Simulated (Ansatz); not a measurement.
# LaAlGe: the cost of one run

Method: DFT PBEsol, scalar-relativistic, plane waves, PAW, in Ansatz 0.2.0.

1 further run of the same task is left out (set aside as unsound or not needed).

## 1. Starting point

It takes space group I4_1md (No. 109, tetragonal). Conventional cell: a = 4.375 Å, b = 4.375 Å, c = 14.851 Å, α = 90.00°, β = 90.00°, γ = 90.00°. La (site symmetry 2mm) is surrounded by 6 Ge at 3.30 to 3.33 Å and 6 Al at 3.30 to 3.33 Å. Al (site symmetry 2mm) is surrounded by 3 Ge at 2.48 to 2.51 Å. Ge (site symmetry 2mm) is surrounded by 3 Al at 2.48 to 2.51 Å.

Structure file:

```
CELL_PARAMETERS angstrom
-2.18746 2.18746 7.42554
2.18746 -2.18746 7.42554
2.18746 2.18746 -7.42554
ATOMIC_POSITIONS crystal
La 0.99946 0.99946 0.00000
La 0.74946 0.24946 0.50000
Al 0.58287 0.58287 0.00000
Al 0.33287 0.83287 0.50000
Ge 0.41597 0.41597 0.00000
Ge 0.16597 0.66597 0.50000
```

It is the result of an earlier relaxation at this level (volume 23.69 Å³/atom; gap on the mesh: none (metal)).

## 2. Relaxing with PBEsol

input.yaml reads:

```yaml
crystal:
  lattice:
    - [-2.1874568495, 2.1874568495, 7.4255432665]
    - [2.1874568495, -2.1874568495, 7.4255432665]
    - [2.1874568495, 2.1874568495, -7.4255432665]
  atoms:
    - { symbol: La, position: [-0.0005416445, -0.0005416445, 0.0] }
    - { symbol: La, position: [0.7494583555, 0.2494583555, 0.5] }
    - { symbol: Al, position: [0.5828686371, 0.5828686371, 0.0] }
    - { symbol: Al, position: [0.3328686371, 0.8328686371, 0.5] }
    - { symbol: Ge, position: [0.4159730075, 0.4159730075, 0.0] }
    - { symbol: Ge, position: [0.1659730075, 0.6659730075, 0.5] }
basis:
  ecutwfc: 420
kpoints:
  mp_grid: { grid: [12, 12, 12] }
hamiltonian:
  xc: pbesol
scf:
  occupations: { method: gaussian, width: 0.1 }
output:
  forces: true
  stress: true
  eigenvalues: true
relax:
  adjacent_minimum: "off"
  f_tol: 0.005
  max_steps: 50
  cell: { stress_tol: 0.05 }
```

Launch:

```console
ansatz run input.yaml --threads 4 --pin off --max-ram 10240MiB --backend cpu --events-out ev --progress --plain --runs-dir out
```

**Question.** How long does this run take on 4 threads of Arm Neoverse V2, shared host, and how much memory does it need?

About 1.7 min, with a peak of 0.91 GiB.
